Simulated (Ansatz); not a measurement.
# BrH5SSn: the cost of one run

Computed with Ansatz 0.2.0, Gaussian basis. Level: PBE0-D4, def2-SVP first, then def2-TZVP.

143 further runs of the same task are left out: 143 set aside as unsound or not needed.

**1. Starting geometry**

The guess: 8 atoms, charge 0, spin multiplicity 1.

Atoms are counted from 1 here; the program's logs count them from 0.

Bond lengths: Sn1–Br2 3.097 Å, Sn1–H3 1.675 Å, Sn1–H4 1.684 Å, Sn1–H5 1.704 Å, Sn1–S7 2.599 Å, H6–S7 1.524 Å, S7–H8 1.327 Å. Angles: Br2–Sn1–H3 80.3°, Br2–Sn1–H4 80.0°, Br2–Sn1–H5 163.4°, Br2–Sn1–S7 69.9°, H3–Sn1–H4 125.5°, H3–Sn1–H5 107.0°, H3–Sn1–S7 108.9°, H4–Sn1–H5 106.2°, H4–Sn1–S7 110.8°, H5–Sn1–S7 93.5°, Sn1–S7–H6 80.6°, Sn1–S7–H8 95.0°, H6–S7–H8 90.1°.

Geometry (Å):

```
atom    x (Å)    y (Å)    z (Å)
 Sn1  -0.9437  -0.4176  -0.2478
 Br2   1.8922  -1.4942   0.3757
  H3  -0.7011  -1.3734  -1.6014
  H4  -1.1827  -0.9842   1.3197
  H5  -2.2637   0.6034  -0.5905
  H6   1.7226   0.3670  -0.0119
  S7   0.7755   1.5316  -0.2736
  H8   0.7008   1.7675   1.0297
```

Distances that are to change: Sn1–S7 2.60 Å, Br2–H6 1.91 Å, Sn1–Br2 3.10 Å, H6–S7 1.52 Å.

**2. Relaxing the guess with the reacting distances held**

Input file hold/in.yaml:

```yaml
crystal:
  periodic: [false, false, false]
  atoms:
    - {symbol: Sn, position_ang: [-0.943700, -0.417600, -0.247800]}
    - {symbol: Br, position_ang: [1.892200, -1.494200, 0.375700]}
    - {symbol: H, position_ang: [-0.701100, -1.373400, -1.601400]}
    - {symbol: H, position_ang: [-1.182700, -0.984200, 1.319700]}
    - {symbol: H, position_ang: [-2.263700, 0.603400, -0.590500]}
    - {symbol: H, position_ang: [1.722600, 0.367000, -0.011900]}
    - {symbol: S, position_ang: [0.775500, 1.531600, -0.273600]}
    - {symbol: H, position_ang: [0.700800, 1.767500, 1.029700]}
basis:
  gaussian: {orbitals: def2-SVP}
hamiltonian: {xc: pbe0, dispersion: d4}
relax: {f_tol: 0.04, max_steps: 150, escape_saddle: false, constraints: [{distance: [0, 6]}, {distance: [1, 5]}, {distance: [0, 1]}, {distance: [5, 6]}]}
```

Run with:

```sh
$ ansatz run in.yaml --threads 4 --pin off --events-out ev --progress --plain --max-ram 9574MiB
```

**Question.** How long does this run take on 4 threads of Arm Neoverse V1, shared host?

About 11 s.
